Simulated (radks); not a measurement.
# Kr²⁺ in [Ar] 3d10 4s1.75 4p4 5s0.25: an all-electron calculation

What are the levels of the krypton ion Kr2+, how large are its shells, and how does its energy divide?

Program: radks (a radial shooting solver on a logarithmic mesh, Libxc functionals) version 1. Level of theory: scalar-relativistic Kohn-Sham, PBE, spin-unpolarised, spherical densities, point nucleus. These are calculated values, not measurements, unless marked.

## (1) The system

```
element       : krypton (Z = 36)
charge        : +2
electrons     : 34
configuration : [Ar] 3d10 4s1.75 4p4 5s0.25
```

## (2) The calculation

Settings of this run:

```text
Z 36
configuration [Ar] 3d10 4s1.75 4p4 5s0.25 4d0 5p0
relativity scalar-relativistic
functional pbe,pbe
spin unpolarised
nucleus point
c 137.035999084
```

Q: Predict the outcome of this run.

**Answer**, as computed:

```
                        quantity                value
                    total energy  -2788.50424 hartree
exchange-correlation share of it               3.43 %
                            −T/E               1.0229
          highest occupied level       5s, -13.292 eV
    most extended occupied level  5s, <r> = 3.77 bohr
 radius at density 0.001 e/bohr³            3.70 bohr
    maxima of the radial density                    3
```

What this shows: 5 principal shells are occupied and 3 maxima appear in the radial density; where shells overlap, one shows as a shoulder or not at all. Relativity lifts −T/E to 1.023. This is not the tabulated ground configuration, so its levels and sizes aren't those of the ground state, and no measured value stands beside it.
